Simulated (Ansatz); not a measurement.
# C₂H₅B₂Cl: up Jacob's ladder to CCSD(T)

An exercise on one series of results from a longer session: the logs are not shown, and one member is left open.

Program: Ansatz 0.2.0, Gaussian basis. Level of theory: functionals in def2-TZVPP, the program's frozen cores in correlated methods. These are calculated values, not measurements.

The runs, in order: LDA (SPW92), PBE-D4, revPBE-D4, BLYP-D4, r2SCAN-D4, B97M-V, PBE0-D4, B3LYP-D4, r2SCANh-D4, r2SCAN0-D4, HSE06-D4, BHLYP-D4, CAM-B3LYP-D4, LC-ωPBE, ωB97X-V, ωB97M-V, B2PLYP, PBE-QIDH; CCSD(T)/def2-SVP; CCSD(T)/def2-TZVPP; MP2/def2-QZVPP; extrapolation to the limit; RPA on PBE.

## The relaxed structure

All runs share one geometry, relaxed beforehand with PBE0-D4 in a triple-zeta def2 set.

10 atoms, charge 0, spin multiplicity 1.

Atoms are counted from 1 here; the program's logs count them from 0.

Bond lengths: C1–B2 1.554 Å, C1–H6 1.098 Å, C1–H7 1.092 Å, C1–H8 1.093 Å, B2–B3 1.601 Å, B2–C4 1.490 Å, B3–C4 1.704 Å, B3–Cl5 1.963 Å, B3–H9 1.187 Å, C4–Cl5 1.821 Å, C4–H10 1.084 Å. Angles: B2–C1–H6 107.3°, B2–C1–H7 112.8°, B2–C1–H8 113.9°, H6–C1–H7 106.2°, H6–C1–H8 106.7°, H7–C1–H8 109.5°, C1–B2–B3 146.0°, C1–B2–C4 133.2°, B3–B2–C4 66.8°, B2–B3–C4 53.5°, B2–B3–Cl5 98.1°, B2–B3–H9 149.3°, C4–B3–Cl5 59.1°, C4–B3–H9 133.9°, Cl5–B3–H9 110.3°, B2–C4–B3 59.7°, B2–C4–Cl5 108.9°, B2–C4–H10 142.4° and more.

The first run:

File in.yaml:

```yaml
crystal:
  periodic: [false, false, false]
  atoms:
    - {symbol: C, position_ang: [-0.866482, -1.147936, -0.798413]}
    - {symbol: B, position_ang: [-0.316287, 0.093288, -0.042575]}
    - {symbol: B, position_ang: [0.181543, 0.679668, 1.361189]}
    - {symbol: C, position_ang: [0.948885, 0.873496, -0.147553]}
    - {symbol: Cl, position_ang: [0.742118, 2.453141, 0.735117]}
    - {symbol: H, position_ang: [-1.768619, -0.828940, -1.336525]}
    - {symbol: H, position_ang: [-1.180650, -1.947895, -0.125034]}
    - {symbol: H, position_ang: [-0.180220, -1.550841, -1.547251]}
    - {symbol: H, position_ang: [0.572588, 0.489351, 2.465326]}
    - {symbol: H, position_ang: [1.950225, 0.835469, -0.561381]}
basis:
  gaussian: {orbitals: def2-TZVPP}
hamiltonian: {xc: lda}
output: {orbitals: {seedname: orbitals}}
```

Started as:

```
> ansatz run in.yaml --threads 2 --pin off --events-out ev --progress --plain --max-ram 4352MiB
```

Among the steps run: LDA; PBE-D4 (GGA); revPBE-D4 (GGA); BLYP-D4 (GGA); r2SCAN-D4 (meta-GGA); B97M-V (meta-GGA); PBE0-D4 (hybrid); B3LYP-D4 (hybrid); r2SCANh-D4 (hybrid); r2SCAN0-D4 (hybrid); HSE06-D4 (hybrid); BHLYP-D4 (hybrid); CAM-B3LYP-D4 (range-separated); LC-ωPBE (range-separated); ωB97X-V (range-separated); ωB97M-V (range-separated); B2PLYP (double hybrid); PBE-QIDH (double hybrid).

One of the session's tables, all rows but one given; the rest of the session is left out.

It belongs to the step «Orbital energies across the functionals». 

| functional | HOMO (eV) | gap (eV) |
| --- | --- | --- |
| LDA (SPW92) | -5.70 | 3.43 |
| PBE-D4 | -5.57 | 3.54 |
| revPBE-D4 | -5.51 | 3.58 |
| BLYP-D4 | -5.43 | 3.57 |
| r2SCAN-D4 | -5.75 | 3.99 |
| B97M-V | ? | ? |
| PBE0-D4 | -6.70 | 5.71 |
| B3LYP-D4 | -6.50 | 5.29 |
| r2SCANh-D4 | -6.18 | 4.79 |
| r2SCAN0-D4 | -6.82 | 5.97 |
| HSE06-D4 | -6.30 | 4.92 |
| BHLYP-D4 | -7.71 | 7.85 |
| CAM-B3LYP-D4 | -8.03 | 8.20 |
| LC-ωPBE | -9.37 | 10.71 |
| ωB97X-V | -9.01 | 10.26 |
| ωB97M-V | -8.88 | 9.94 |

**Question.** Estimate the row for B97M-V.

**Answer.** HOMO (eV): -5.79; gap (eV): 4.11. In the column «HOMO (eV)» it lies between r2SCANh-D4 (-6.18) and r2SCAN-D4 (-5.75).
